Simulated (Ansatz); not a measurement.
# C2H7GaOZn: the cost of one run

Method: the settings change from run to run; program: Ansatz 0.2.0, Gaussian basis.

### Step 1. The relaxed structure

The geometry comes from an earlier relaxation with PBE0-D4 in a triple-zeta def2 set; it is a stationary point, not always the lowest conformer.

SMILES `CO[CH2][GaH][ZnH]`, 12 atoms, charge 0, spin multiplicity 1.

Atoms are counted from 1 here; the program's logs count them from 0.

Bond lengths: C1–O2 1.393 Å, C1–H6 1.091 Å, C1–H7 1.100 Å, C1–H8 1.104 Å, O2–C3 1.414 Å, C3–Ga4 2.009 Å, C3–H9 1.102 Å, C3–H10 1.097 Å, Ga4–Zn5 2.454 Å, Ga4–H11 1.588 Å, Zn5–H12 1.568 Å. Angles: O2–C1–H6 108.1°, O2–C1–H7 111.7°, O2–C1–H8 111.5°, H6–C1–H7 109.1°, H6–C1–H8 108.7°, H7–C1–H8 107.6°, C1–O2–C3 112.0°, O2–C3–Ga4 115.0°, O2–C3–H9 110.7°, O2–C3–H10 106.6°, Ga4–C3–H9 111.7°, Ga4–C3–H10 106.2°, H9–C3–H10 106.0°, C3–Ga4–Zn5 121.9°, C3–Ga4–H11 113.2°, Zn5–Ga4–H11 124.7°, Ga4–Zn5–H12 178.8°.

### Step 2. revPBE/6-31G

This run has multiplicity 3, D4 dispersion, the search for lower states set to full.

in.yaml reads:

```yaml
crystal:
  periodic: [false, false, false]
  atoms:
    - {symbol: C, position_ang: [-0.631168, 0.085334, 1.584692]}
    - {symbol: O, position_ang: [0.716614, 0.047285, 1.235576]}
    - {symbol: C, position_ang: [0.973488, -0.899598, 0.217593]}
    - {symbol: Ga, position_ang: [0.384187, -0.347695, -1.622090]}
    - {symbol: Zn, position_ang: [-0.569717, 1.869222, -2.068124]}
    - {symbol: H, position_ang: [-0.762178, 0.852311, 2.348744]}
    - {symbol: H, position_ang: [-0.975685, -0.881031, 1.981909]}
    - {symbol: H, position_ang: [-1.267245, 0.336823, 0.717792]}
    - {symbol: H, position_ang: [0.572523, -1.887879, 0.493807]}
    - {symbol: H, position_ang: [2.062704, -1.018402, 0.167850]}
    - {symbol: H, position_ang: [0.694312, -1.439417, -2.732764]}
    - {symbol: H, position_ang: [-1.197845, 3.283059, -2.324974]}
basis:
  gaussian: {orbitals: 6-31G}
magnetization: {spin_polarized: true, initial_magnetization: 2}
hamiltonian: {xc: {name: revPBE}, dispersion: d4}
scf: {lower_state_search: full}
output: {forces: true}
```

Launch:

```sh
$ ansatz run in.yaml --threads 2 --pin off --events-out ev --progress --plain --max-ram 32768MiB --backend cpu
```

Q: Estimate wall time and peak memory on 2 threads of AMD EPYC 7R13, shared host.

About 12 s, with a peak of 0.31 GiB.
